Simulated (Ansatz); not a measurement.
NiNF3, space group Pm-3m, a single point

Computed with Ansatz's Python interface.

Script `run_scf.py`:
```python
from pathlib import Path

import ansatz as az
import numpy as np

lattice = az.Lattice.of(
    (3.928837, 0.0, 0.0),
    (0.0, 3.928837, 0.0),
    (0.0, 0.0, 3.928837),
)
sites = [
    ("Ni", (0.5, 0.5, 0.5)),
    ("N", (0.0, 0.0, 0.0)),
    ("F", (0.0, 0.5, 0.5)),
    ("F", (0.5, 0.5, 0.0)),
    ("F", (0.5, 0.0, 0.5)),
]
crystal = az.Crystal(lattice=lattice)
for symbol, position in sites:
    crystal = crystal.atom(symbol, position)
crystal = crystal.moments(Ni=1.5)

job = crystal.calculation()
job = job.functional("pbesol")
job = job.kpoints(mesh=(7, 7, 7)).occupations("Methfessel-Paxton")
job = job.spin("collinear")
job = job.hubbard("Ni", "d", u_eff=2.0)
job = job.density_of_states(energy_step=0.2, nscf_kmesh_spacing=0.16)
job = job.band_table()
job = job.bader_charges()
job = job.density()
job = job.potential()
job = job.electron_localization_function()
job = job.output_files(volumetric_format="npy")
def show(event):
    row = event["data"]
    if event["event"] == "scf_iter" and row.get("harris_foulkes_ev") is not None:
        print(f"  iteration {row['iter']:3d}  Harris-Foulkes {row['harris_foulkes_ev']:.5f} eV  residual {row['dr2_ev']:.2e}")


res = job.session().plan().execute(on_event=show)
summary = res.report

print("%-22s %14.5f eV" % ("F = E - TS", summary["free_energy_ev"]))
print("%-22s %14.5f eV" % ("E", summary["internal_energy_ev"]))
print("%-22s %14.5f eV" % ("Harris-Foulkes", summary["harris_foulkes_ev"]))
print("%-22s %14.5f eV" % ("Fermi level", summary["fermi_energy_ev"]))

dos = res.density_of_states()
energy = np.asarray(dos.energies_ev) - dos.fermi_ev
top = min(levels[-1] for levels in summary["eigenvalues_ev"]) - dos.fermi_ev  # the computed bands end here
total = np.asarray(dos.spin_summed_g_bin_mean_per_ev)
print("E - E_F (eV)   states/eV")
for e in np.arange(-6, min(8, top), 0.5):
    print(f"{e:8.1f} {np.interp(e, energy, total):12.3f}")

charges = res.bader_charges()
for atom in charges.atoms:
    print(f"Bader charge {atom.symbol:2s} {atom.partial_charge_e:+.3f} e")

problems = list(summary["published_state_doubts"])
if not summary["converged"] or summary.get("closed_by") != "deck_thresholds":
    problems.append("loop closed by " + str(summary.get("closed_by")))
print("accepted" if not problems else f"check before use: {problems}")

folder = Path(res.write_results("fields"))
print("densities in e/A^3, potentials in eV, ELF without unit")
for name in sorted(p.name for p in folder.glob("*.npy")):
    field = np.load(folder / name)
    print(f"{name:16s} {str(field.shape):16s} min {field.min():10.4f}  mean {field.mean():10.4f}  max {field.max():10.4f}")
```

Output of `python run_scf.py`:
```text
DeckWarning: basis.ecutwfc = 420 eV, auto-derived from the records' recommended cutoffs: set by Ni (normal level)
  iteration   1  Harris-Foulkes -8604.02950 eV  residual 1.42e+02
  iteration   2  Harris-Foulkes -8579.23191 eV  residual 1.14e+02
  iteration   3  Harris-Foulkes -8579.78675 eV  residual 8.88e+01
  iteration   4  Harris-Foulkes -8575.70950 eV  residual 1.46e+02
  iteration   5  Harris-Foulkes -8578.44901 eV  residual 9.22e+01
  iteration   6  Harris-Foulkes -8572.60640 eV  residual 1.79e+01
  iteration   7  Harris-Foulkes -8574.79343 eV  residual 4.54e+01
  iteration   8  Harris-Foulkes -8573.32362 eV  residual 4.21e+00
  iteration   9  Harris-Foulkes -8573.99652 eV  residual 1.81e+01
  iteration  10  Harris-Foulkes -8573.49012 eV  residual 3.01e+00
  iteration  11  Harris-Foulkes -8574.10573 eV  residual 1.17e+01
  iteration  12  Harris-Foulkes -8574.05032 eV  residual 1.16e+00
  iteration  13  Harris-Foulkes -8575.52162 eV  residual 3.28e+00
  iteration  14  Harris-Foulkes -8575.68818 eV  residual 2.05e+00
  iteration  15  Harris-Foulkes -8575.68727 eV  residual 2.01e-01
  iteration  16  Harris-Foulkes -8575.70952 eV  residual 4.18e-02
  iteration  17  Harris-Foulkes -8575.75323 eV  residual 4.99e-03
  iteration  18  Harris-Foulkes -8575.81381 eV  residual 4.97e-02
  iteration  19  Harris-Foulkes -8575.82156 eV  residual 3.21e-02
  iteration  20  Harris-Foulkes -8575.81835 eV  residual 6.72e-03
  iteration  21  Harris-Foulkes -8575.81770 eV  residual 2.60e-04
  iteration  22  Harris-Foulkes -8582.54119 eV  residual 1.95e-02
  iteration  23  Harris-Foulkes -8575.88808 eV  residual 6.96e-02
  iteration  24  Harris-Foulkes -8575.93307 eV  residual 5.35e-01
  iteration  25  Harris-Foulkes -8575.88107 eV  residual 3.99e-02
  iteration  26  Harris-Foulkes -8575.87763 eV  residual 2.47e-03
  iteration  27  Harris-Foulkes -8575.87772 eV  residual 2.09e-04
  iteration  28  Harris-Foulkes -8575.87773 eV  residual 1.06e-05
  iteration  29  Harris-Foulkes -8575.87773 eV  residual 8.99e-06
  iteration  30  Harris-Foulkes -8575.87773 eV  residual 6.32e-07
  iteration  31  Harris-Foulkes -8575.24767 eV  residual 7.25e-02
  iteration  32  Harris-Foulkes -8575.87773 eV  residual 2.28e-06
  iteration  33  Harris-Foulkes -8575.87773 eV  residual 1.95e-05
  iteration  34  Harris-Foulkes -8575.87773 eV  residual 4.38e-07
  iteration  35  Harris-Foulkes -8575.86514 eV  residual 5.27e-03
  iteration  36  Harris-Foulkes -8575.86641 eV  residual 2.57e-02
  iteration  37  Harris-Foulkes -8575.86489 eV  residual 1.12e-03
  iteration  38  Harris-Foulkes -8575.86484 eV  residual 3.63e-05
  iteration  39  Harris-Foulkes -8575.86484 eV  residual 6.11e-05
  iteration  40  Harris-Foulkes -8575.86484 eV  residual 4.97e-06
  iteration  41  Harris-Foulkes -8575.86484 eV  residual 1.88e-06
  iteration  42  Harris-Foulkes -8575.86484 eV  residual 1.20e-07
  iteration  43  Harris-Foulkes -8575.86484 eV  residual 8.91e-09
F = E - TS                -8575.86484 eV
E                         -8575.86304 eV
Harris-Foulkes            -8575.86484 eV
Fermi level                   2.46232 eV
E - E_F (eV)   states/eV
    -6.0        2.669
    -5.5        2.013
    -5.0        2.012
    -4.5        2.790
    -4.0        6.650
    -3.5        4.230
    -3.0        2.916
    -2.5        3.312
    -2.0        4.299
    -1.5        7.918
    -1.0        6.648
    -0.5        4.048
     0.0        4.220
     0.5        0.519
     1.0        0.172
     1.5        1.247
     2.0        0.831
     2.5        0.880
     3.0        3.149
     3.5        5.425
     4.0        0.000
     4.5        0.000
     5.0        0.000
     5.5        0.000
     6.0        0.000
     6.5        0.001
     7.0        0.083
     7.5        0.173
Bader charge Ni +1.598 e
Bader charge N  +0.195 e
Bader charge F  -0.598 e
Bader charge F  -0.598 e
Bader charge F  -0.598 e
check before use: ['filled_band_counts_differ_across_k_points', 'stability_check_not_made']
densities in e/A^3, potentials in eV, ELF without unit
elf.npy          (27, 27, 27)     min     0.0047  mean     0.2813  max     0.8785
elf_dn.npy       (27, 27, 27)     min     0.0036  mean     0.2757  max     0.9948
elf_up.npy       (27, 27, 27)     min     0.0055  mean     0.2852  max     0.8540
rho.npy          (27, 27, 27)     min     0.0164  mean     0.7255  max    52.2150
rho_spin.npy     (27, 27, 27)     min    -5.5282  mean     0.0141  max     1.9289
v_es.npy         (27, 27, 27)     min   -75.8237  mean     2.7430  max    10.8955
v_tot_dn.npy     (27, 27, 27)     min  -101.4458  mean    -6.8176  max     9.6694
v_tot_up.npy     (27, 27, 27)     min  -101.4892  mean    -7.2906  max     7.3967
```
(Warnings from the package without file and line.)

Absolute energies stand on the zero of these potentials, so only differences at equal settings mean something. A total without «per atom» is that of the cell as typed. The magnetic order follows from the starting moments and needn't be the lowest. For a metal this k-point mesh is coarse: on a finer one energies can move by several to tens of meV an atom and pressures by half a GPa or more, differences at one mesh by less. Only differences from the Fermi energy are physical; the zero of the scale is a convention. A gap by band count of zero or less means overlapping bands, a metal. With one magnetic atom the cell can hold only ferromagnetic order. The fields are valence quantities on the plane-wave grid; their values near the nuclei depend on the potentials. The structure comes from a database of computed cells and needn't be a stable or known phase. The density of states is complete only as far up as bands were computed. Hardware and time: 37 s on 1 thread of Intel(R) Xeon(R) Platinum 8559C (Emerald Rapids), with other jobs on the host, peak memory 0.5 GiB.

(Lines on the test bed's own set-up are left out of the output.)
